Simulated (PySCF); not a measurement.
# C₁₀H₁₀O: excited states, first hyperpolarisability

Wanted: excited states, first hyperpolarisability for C₁₀H₁₀O (`C=C/C=C1/C=CC(C(C)=O)=C1`).

Programs: PySCF 2.14.0, with routines of our own; each step states its level. All values are computed. Atoms count from 0.

## (1) The starting structure

21 atoms, charge 0, multiplicity 1; geometry from: GFN2-xTB.

## (2) Geometry optimisation at PBE0-D3(BJ)/def2-SVP

Job settings and geometry (Å):

```
{"job": {"xc": "PBE0", "basis": "def2-SVP", "d3": "d3bj", "grid": 2, "kind": "geom"}, "charge": 0, "multiplicity": 1}
C     -4.382504     0.325571     0.413289
C     -3.052227     0.433518     0.437597
C     -2.184708    -0.533405    -0.165695
C     -0.830373    -0.476683    -0.170452
C      0.058335    -1.456571    -0.781282
C      1.329967    -1.067858    -0.581841
C      1.326164     0.186706     0.169922
C      2.490728     0.963144     0.605169
C      3.838964     0.396250     0.228420
O      2.377048     1.998186     1.229079
C      0.031041     0.532013     0.411103
H     -5.021818     1.060246     0.870685
H     -4.871470    -0.505683    -0.068132
H     -2.586769     1.276486     0.927115
H     -2.666175    -1.372585    -0.654156
H     -0.284959    -2.333821    -1.297454
H      2.215186    -1.579526    -0.910955
H      3.953842    -0.596752     0.657951
H      3.913589     0.315701    -0.854060
H      4.626704     1.046220     0.599668
H     -0.289483     1.405784     0.943924
```

On the command line:

```
OMP_NUM_THREADS=1 python excited_run.py task.json out
```

One launch serves the whole session: the jobs run in the order shown.

Log:

```text
step   0  E = -461.38525470  max force = 0.010501
step   1  E = -461.38773575  max force = 0.001776
step   2  E = -461.38774609  max force = 0.000890
step   3  E = -461.38775649  max force = 0.000625
step   4  E = -461.38775732  max force = 0.000547
step   5  E = -461.38775945  max force = 0.000251
optimisation converged
```

It took 88 s on 1 thread of Intel Xeon 6975P-C, shared host; peak memory 0.94 GiB.

The steps of the relaxation:

```
step  energy from step 0 (eV)  largest force component (eV/Å)
   0                   0.0000                          0.5400
   1                  -0.0675                          0.0913
   2                  -0.0678                          0.0458
   3                  -0.0681                          0.0321
   4                  -0.0681                          0.0281
   5                  -0.0682                          0.0129
```

Close pairs (by a distance rule), those that changed most:

```
   bond  before (Å)  after (Å)  change (Å)
 C0–H12       1.078      1.095      +0.017
 C0–H11       1.076      1.092      +0.016
 C5–H16       1.074      1.090      +0.016
C10–H20       1.072      1.089      +0.016
  C6–C7       1.466      1.482      +0.016
 C4–H15       1.074      1.090      +0.016
 C1–H13       1.080      1.094      +0.014
 C8–H17       1.088      1.102      +0.014
```

The final coordinates are the input of the step that follows.

```
                         at the end point                value
  point group (found at 0.08 Å tolerance)                   Cs
rotational constants (GHz, main isotopes)  2.735, 0.544, 0.455
                        dipole moment (D)                 3.57
```

## (3) Excited states: TDA wB97X-D/def2-SVPD

Job settings and geometry (Å):

```
{"job": {"kind": "states", "xc": "wB97X-D", "basis": "def2-SVPD", "tda": true, "soc": true, "nstates": 6, "ntriplets": 5, "nquad": 4}, "charge": 0, "multiplicity": 1}
C     -4.446750     0.261039     0.297194
C     -3.106596     0.362190     0.319844
C     -2.237420    -0.613031    -0.289078
C     -0.876071    -0.568956    -0.300973
C      0.003386    -1.561716    -0.920666
C      1.285916    -1.168884    -0.721271
C      1.283092     0.092793     0.034846
C      2.451345     0.888775     0.478639
C      3.820389     0.362114     0.126501
O      2.306196     1.921251     1.099571
C     -0.011302     0.447778     0.283961
H     -5.085487     1.013064     0.765929
H     -4.943093    -0.581875    -0.193816
H     -2.638893     1.216627     0.818625
H     -2.725293    -1.461390    -0.783832
H     -0.341713    -2.452740    -1.445021
H      2.178940    -1.694130    -1.061217
H      3.967781    -0.643468     0.551910
H      3.927606     0.267988    -0.966014
H      4.585799     1.044236     0.515666
H     -0.313948     1.341082     0.827691
```

With the program's defaults for keys left out, this is: TDA wB97X-D/def2-SVPD excited states, vertical, gas phase, spin-orbit mean-field couplings.

Log:

```text
coarse grid: 18152 points
cycle   1  E = -461.5230606980  dE =  2.107e+00  |g| = 8.346e-01  |ddm| = 1.192e+01
cycle   2  E = -461.3659156277  dE =  1.571e-01  |g| = 1.305e+00  |ddm| = 4.838e+00
cycle   3  E = -461.6829367128  dE = -3.170e-01  |g| = 8.725e-02  |ddm| = 3.169e+00
cycle   4  E = -461.6845109668  dE = -1.574e-03  |g| = 6.149e-02  |ddm| = 4.646e-01
cycle   5  E = -461.6855296958  dE = -1.019e-03  |g| = 1.688e-02  |ddm| = 2.353e-01
cycle   6  E = -461.6856233851  dE = -9.369e-05  |g| = 5.117e-03  |ddm| = 6.287e-02
cycle   7  E = -461.6856394209  dE = -1.604e-05  |g| = 2.075e-03  |ddm| = 2.888e-02
cycle   8  E = -461.6856421154  dE = -2.694e-06  |g| = 1.079e-03  |ddm| = 1.255e-02
final grid: 177008 points
cycle   9  E = -461.7649218180  dE = -1.398e-04  |g| = 4.660e-03  |ddm| = 4.584e-01
cycle  10  E = -461.7649242698  dE = -2.452e-06  |g| = 4.116e-03  |ddm| = 4.349e-02
cycle  11  E = -461.7649276255  dE = -3.356e-06  |g| = 1.159e-03  |ddm| = 9.972e-03
cycle  12  E = -461.7649278931  dE = -2.676e-07  |g| = 4.351e-04  |ddm| = 4.208e-03
cycle  13  E = -461.7649279469  dE = -5.387e-08  |g| = 1.315e-04  |ddm| = 1.811e-03
cycle  14  E = -461.7649279535  dE = -6.601e-09  |g| = 7.134e-05  |ddm| = 5.466e-04
cycle  15  E = -461.7649279563  dE = -2.820e-09  |g| = 1.564e-05  |ddm| = 3.745e-04
cycle  16  E = -461.7649279567  dE = -3.710e-10  |g| = 7.855e-06  |ddm| = 1.419e-04
converged SCF energy = -461.7649279567

Singlet excitations
state   eV       nm        f     d(h-e)  d(exc)  Lambda  PR(NTO)  |dmu|/D   mu/D   main configurations
  1   3.2545   381.0   0.00466   1.657   3.466   0.618   1.023    4.428    4.424   H->L 0.97
  2   3.6608   338.7   0.00005   1.786   3.365   0.323   1.007    5.735    2.992   H-2->L 0.67, H-2->L+1 0.30
  3   4.5101   274.9   1.11497   0.666   3.628   0.782   1.165    2.271    5.690   H-1->L 0.90
  4   5.4682   226.7   0.00042   2.630   4.158   0.359   1.047    7.448    4.036   H-2->L+1 0.52, H-2->L 0.30, H-2->L+2 0.11
  5   5.5951   221.6   0.43085   1.084   3.384   0.600   1.291                     H->L+1 0.82
  6   6.0048   206.5   0.00008   0.188   3.146   0.526   1.051                     H-4->L 0.94

Triplet excitations (Tamm-Dancoff)
state   eV     d(h-e)  d(exc)  Lambda  PR(NTO)   main configurations
  1   2.0846   1.039   3.082   0.614   1.054   H->L 0.92
  2   2.2390   0.053   3.244   0.796   1.089   H-1->L 0.93
  3   3.2633   1.451   3.082   0.336   1.007   H-2->L 0.56, H-2->L+1 0.38
  4   4.0962   0.266   2.673   0.659   2.508   H->L+1 0.33, H-3->L 0.33, H-1->L+1 0.11
  5   4.5403   0.495   2.738   0.657   2.639   H->L+1 0.37, H-3->L 0.17, H-1->L+2 0.14
S1 - T1 = 1.1698 eV

Spin-orbit couplings |<S|Hso|T>| (cm-1)
             T1       T2       T3       T4       T5
S0        0.032    0.009   44.133    0.011    0.006
S1        0.006    0.011    7.925    0.031    0.034
S2       10.114    7.632    0.077   12.823    5.549
S3        0.016    0.002    7.663    0.006    0.008
S4        3.268    3.033    0.587    7.210    7.439
S5        0.040    0.009    7.488    0.027    0.031
S6        1.269    1.454    0.675    1.777    1.071
T1 sublevels (cm-1): 0.000 0.000 0.001   radiative rates (1/s): 0.0001 7.72e-05 0.0241
```

Wall time 78 s (1 thread of Intel Xeon 6975P-C, shared host); peak memory 1.3 GiB.

In short:

```
  quantity    value
S1 less T1  1.17 eV
```

Orbitals, density, ELF and potential are computed afterwards from the orbital file.

Frontier orbitals at wB97X-D/def2-SVPD, with the share of their density that lies nearest to each atom:

```
orbital  energy (eV)                                                  lies on
   HOMO        -8.41          C4, C10 about 27 % each; C5, C6 about 15 % each
   LUMO        -1.23  C2 21 %; C0, C10 about 12 % each; C3, C6 about 9 % each
```

ELF in a plane through or near 19 of the atoms.

Values, 10 rows by 14 columns:
```
0.00 0.00 0.00 0.00 0.00 0.00 0.00 0.00 0.00 0.00 0.00 0.00 0.00 0.00
0.00 0.00 0.00 0.00 0.01 0.01 0.00 0.00 0.00 0.00 0.00 0.00 0.00 0.00
0.00 0.00 0.00 0.01 0.76 0.79 0.04 0.06 0.00 0.14 0.00 0.02 0.00 0.00
0.00 0.00 0.87 0.28 0.70 0.83 0.03 1.00 0.02 1.00 0.03 0.99 0.92 0.00
0.00 0.01 0.97 0.94 0.91 0.86 0.75 0.33 0.03 0.70 0.84 0.88 0.48 0.00
0.00 0.00 0.07 0.63 0.28 0.59 0.49 0.76 0.77 0.51 0.24 1.00 0.78 0.00
0.00 0.00 0.01 0.06 0.08 0.92 0.74 0.40 0.22 1.00 0.24 0.83 0.25 0.00
0.00 0.00 0.00 0.00 0.76 0.95 0.18 1.00 0.29 0.60 0.10 0.00 0.00 0.00
0.00 0.00 0.00 0.00 0.00 0.01 0.04 0.97 0.32 0.00 0.00 0.00 0.00 0.00
0.00 0.00 0.00 0.00 0.00 0.00 0.00 0.00 0.00 0.00 0.00 0.00 0.00 0.00
```
The map spans 15.2 Å across and 10.7 Å up, centred on the molecule. Atoms in the plane (x, y in Å): C0 (4.4, 0.5), C1 (3.1, 0.6), C2 (2.2, -0.6), C3 (0.8, -0.6), C4 (0.0, -1.7), C5 (-1.3, -1.3), C6 (-1.3, 0.1), C7 (-2.5, 1.0), C8 (-3.9, 0.4), O9 (-2.4, 2.2), C10 (0.0, 0.6), H11 (5.0, 1.4), H12 (4.9, -0.4), H13 (2.6, 1.6), H14 (2.7, -1.5), H15 (0.3, -2.8), H16 (-2.2, -2.0), H19 (-4.7, 1.2), H20 (0.2, 1.7).

On the surface of density 0.002 e/bohr³ the electrostatic potential runs, from the 1st to the 99th percentile, from -1.90 V near O9 to 1.22 V near H14.

## (4) Excited states: TDDFT CAM-B3LYP/def2-SVPD

The job, as its differences from that of step 3:

```diff
@@ -1,2 +1,2 @@
-{"job": {"kind": "states", "xc": "wB97X-D", "basis": "def2-SVPD", "tda": true, "soc": true, "nstates": 6, "ntriplets": 5, "nquad": 4}, "charge": 0, "multiplicity": 1}
+{"job": {"kind": "states", "xc": "CAM-B3LYP", "basis": "def2-SVPD", "tpa": true, "nstates": 8, "nquad": 6, "ntriplets": 0}, "charge": 0, "multiplicity": 1}
 C     -4.446750     0.261039     0.297194
```

Method: TDDFT CAM-B3LYP/def2-SVPD excited states, vertical, gas phase, two-photon moments by quadratic response.

Log:

```text
coarse grid: 18152 points
cycle   1  E = -461.4184723819  dE =  2.006e+00  |g| = 8.311e-01  |ddm| = 1.453e+01
cycle   2  E = -461.1920905532  dE =  2.264e-01  |g| = 1.419e+00  |ddm| = 5.124e+00
cycle   3  E = -461.5746057033  dE = -3.825e-01  |g| = 1.072e-01  |ddm| = 3.389e+00
cycle   4  E = -461.5766292783  dE = -2.024e-03  |g| = 7.146e-02  |ddm| = 4.879e-01
cycle   5  E = -461.5778978241  dE = -1.269e-03  |g| = 2.233e-02  |ddm| = 2.489e-01
cycle   6  E = -461.5780323316  dE = -1.345e-04  |g| = 5.076e-03  |ddm| = 6.726e-02
cycle   7  E = -461.5780438478  dE = -1.152e-05  |g| = 2.164e-03  |ddm| = 2.317e-02
cycle   8  E = -461.5780456313  dE = -1.783e-06  |g| = 1.153e-03  |ddm| = 1.085e-02
final grid: 177008 points
cycle   9  E = -461.6795256466  dE = -4.802e-05  |g| = 3.708e-03  |ddm| = 2.351e-01
cycle  10  E = -461.6795259971  dE = -3.505e-07  |g| = 3.895e-03  |ddm| = 3.020e-02
cycle  11  E = -461.6795292933  dE = -3.296e-06  |g| = 1.014e-03  |ddm| = 9.998e-03
cycle  12  E = -461.6795294943  dE = -2.010e-07  |g| = 1.985e-04  |ddm| = 2.477e-03
cycle  13  E = -461.6795295046  dE = -1.037e-08  |g| = 1.025e-04  |ddm| = 1.188e-03
cycle  14  E = -461.6795295076  dE = -3.001e-09  |g| = 1.902e-05  |ddm| = 3.092e-04
cycle  15  E = -461.6795295079  dE = -2.801e-10  |g| = 1.119e-05  |ddm| = 1.341e-04
converged SCF energy = -461.6795295079

Singlet excitations
state   eV       nm        f     d(h-e)  d(exc)  Lambda  PR(NTO)  |dmu|/D   mu/D   delta(TPA)   sigma/GM   main configurations
  1   3.0823   402.2   0.00247   1.660   3.486   0.618   1.039    4.263    4.386        3.14      0.011   H->L 0.99
  2   3.6491   339.8   0.00005   1.832   3.421   0.319   1.009    5.688    2.971        0.00      0.000   H-2->L 0.67, H-2->L+1 0.29
  3   4.1936   295.7   0.86522   0.630   3.598   0.778   1.184    1.926    5.359      408.05      2.629   H-1->L 0.96
  4   5.4247   228.6   0.00045   2.746   4.270   0.357   1.039    7.532    4.136        0.80      0.009   H-2->L+1 0.53, H-2->L 0.30, H-2->L+4 0.10
  5   5.4452   227.7   0.26502   1.006   3.402   0.582   1.181    3.613    7.362     1110.69     12.065   H->L+1 0.90
  6   6.0401   205.3   0.00007   0.193   3.167   0.525   1.050    0.608    4.305        0.51      0.007   H-4->L 0.95
  7   6.0789   204.0   0.14513   1.089   4.192   0.634   1.232                                            H-1->L+1 0.87
  8   6.2700   197.7   0.05466   0.791   3.711   0.750   1.621                                            H-3->L 0.79
```

Wall time 94 s (1 thread of Intel Xeon 6975P-C, shared host); peak memory 1.4 GiB.

## (5) First hyperpolarisability: quadratic response CAM-B3LYP/def2-SVPD

The job, as its differences from that of step 4:

```diff
@@ -1,2 +1,2 @@
-{"job": {"kind": "states", "xc": "CAM-B3LYP", "basis": "def2-SVPD", "tpa": true, "nstates": 8, "nquad": 6, "ntriplets": 0}, "charge": 0, "multiplicity": 1}
+{"job": {"kind": "beta", "xc": "CAM-B3LYP", "basis": "def2-SVPD"}, "charge": 0, "multiplicity": 1}
 C     -4.446750     0.261039     0.297194
```

Method: quadratic response CAM-B3LYP/def2-SVPD first hyperpolarisability, Taylor convention, gas phase.

Log:

```text
coarse grid: 18152 points
cycle   1  E = -461.4184723819  dE =  2.006e+00  |g| = 8.311e-01  |ddm| = 1.453e+01
cycle   2  E = -461.1920905532  dE =  2.264e-01  |g| = 1.419e+00  |ddm| = 5.124e+00
cycle   3  E = -461.5746057033  dE = -3.825e-01  |g| = 1.072e-01  |ddm| = 3.389e+00
cycle   4  E = -461.5766292783  dE = -2.024e-03  |g| = 7.146e-02  |ddm| = 4.879e-01
cycle   5  E = -461.5778978241  dE = -1.269e-03  |g| = 2.233e-02  |ddm| = 2.489e-01
cycle   6  E = -461.5780323316  dE = -1.345e-04  |g| = 5.076e-03  |ddm| = 6.726e-02
cycle   7  E = -461.5780438478  dE = -1.152e-05  |g| = 2.164e-03  |ddm| = 2.317e-02
cycle   8  E = -461.5780456313  dE = -1.783e-06  |g| = 1.153e-03  |ddm| = 1.085e-02
final grid: 177008 points
cycle   9  E = -461.6795256466  dE = -4.802e-05  |g| = 3.708e-03  |ddm| = 2.351e-01
cycle  10  E = -461.6795259971  dE = -3.505e-07  |g| = 3.895e-03  |ddm| = 3.020e-02
cycle  11  E = -461.6795292933  dE = -3.296e-06  |g| = 1.014e-03  |ddm| = 9.998e-03
cycle  12  E = -461.6795294943  dE = -2.010e-07  |g| = 1.985e-04  |ddm| = 2.477e-03
cycle  13  E = -461.6795295046  dE = -1.037e-08  |g| = 1.025e-04  |ddm| = 1.188e-03
cycle  14  E = -461.6795295076  dE = -3.001e-09  |g| = 1.902e-05  |ddm| = 3.092e-04
cycle  15  E = -461.6795295079  dE = -2.801e-10  |g| = 1.119e-05  |ddm| = 1.341e-04
converged SCF energy = -461.6795295079

Lowest singlets (eV, f): 3.0823 0.0025  3.6491 0.0001  4.1936 0.8651

First hyperpolarisability (au)
process     nm      |vector|   parallel      HRS      DR
static         -      917.28     385.36     372.22   5.366
shg       1907.0     1073.15     451.04     434.39   5.322
eope      1907.0      965.40     405.67          -       -
shg       1064.0     1588.85     666.58     641.34   5.142
eope      1064.0     1085.50     456.24          -       -
```

Run time: 76 s. Hardware: 1 thread of Intel Xeon 6975P-C, shared host; peak memory 1.4 GiB.

## (6) Outcome

| quantity | value |
| --- | --- |
| point group | Cs |
| rotational constants (main isotopes) | 2.74, 0.54, 0.45 GHz |
| S1 less T1 (step 3, TDA wB97X-D/def2-SVPD) | 1.17 eV |
| surface potential, 1st and 99th percentile | -1.90 V and 1.22 V |
| β vector (step 5, quadratic response CAM-B3LYP/def2-SVPD) | static 917, SHG 1907.0 nm 1073, SHG 1064.0 nm 1589 au |

**Reading.** Relaxing lowered the energy by 0.068 eV in 5 steps; the close pair that moved most is C0–H12, from 1.078 to 1.095 Å. In step 3, the number of triplets below S1 is 2, and the largest singlet-triplet spin-orbit coupling is S0–T3, 44.13 cm⁻¹. At wB97X-D/def2-SVPD, counted by nearest atom on the grid, the HOMO lies on C4, C10 about 27 % each; C5, C6 about 15 % each, the LUMO on C2 21 %; C0, C10 about 12 % each. β grows from 917 au (static) to 1589 au for doubling at 1064.0 nm: normal dispersion, which grows as twice the photon energy moves toward the bright states.
